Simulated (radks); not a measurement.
# Ar⁴⁺ in [Ne] 3s2 3p2: an all-electron calculation

Wanted: eigenvalues, radial structure and energy terms of the argon ion Ar4+.

The numbers are computed with radks (a radial shooting solver on a logarithmic mesh, Libxc functionals) version 1 (non-relativistic Kohn-Sham, r2SCAN, spin-unpolarised, spherical densities, point nucleus), except any that are marked as measured or tabulated.

### 1 What is computed

* element: argon (Z = 18)
* charge: +4
* electrons: 14
* configuration: [Ne] 3s2 3p2

Outer shells as boxes (Hund's rule):

Ar⁴⁺
```
[Ne] core
3s [↑↓]
3p [↑ ][↑ ][  ]
```

### 2 The calculation

The run's settings:

```text
Z 18
configuration [Ne] 3s2 3p2 4s0 3d0
relativity non-relativistic
functional r2scan,r2scan
spin unpolarised
nucleus point
```

On the command line:

```bash
$ python run_ks.py task.json out
```

This one command runs every case of the session in turn.

**Question.** What will this run give?

The runs gave:

| quantity | value |
| --- | --- |
| total energy | -522.14493 hartree |
| exchange-correlation share of it | 5.53 % |
| −T/E | 0.9991 |
| highest occupied level | 3p, -65.495 eV |
| most extended occupied level | 3p, <r> = 1.34 bohr |
| radius at density 0.001 e/bohr³ | 2.78 bohr |
| maxima of the radial density | 3 |
| ionisation energy, NIST | 74.8 (semi-emp.) eV |

What this shows: The radial density shows 3 maxima for 3 occupied principal shells. −T/E = 0.9991, near the virial value of 1. Minus the highest eigenvalue, 65.495 eV, is 88 % of the tabulated ionisation energy (74.8 eV); the potential of a semilocal functional falls off too fast, so its top eigenvalue is too shallow. Spin polarisation and multiplet splitting are left out.
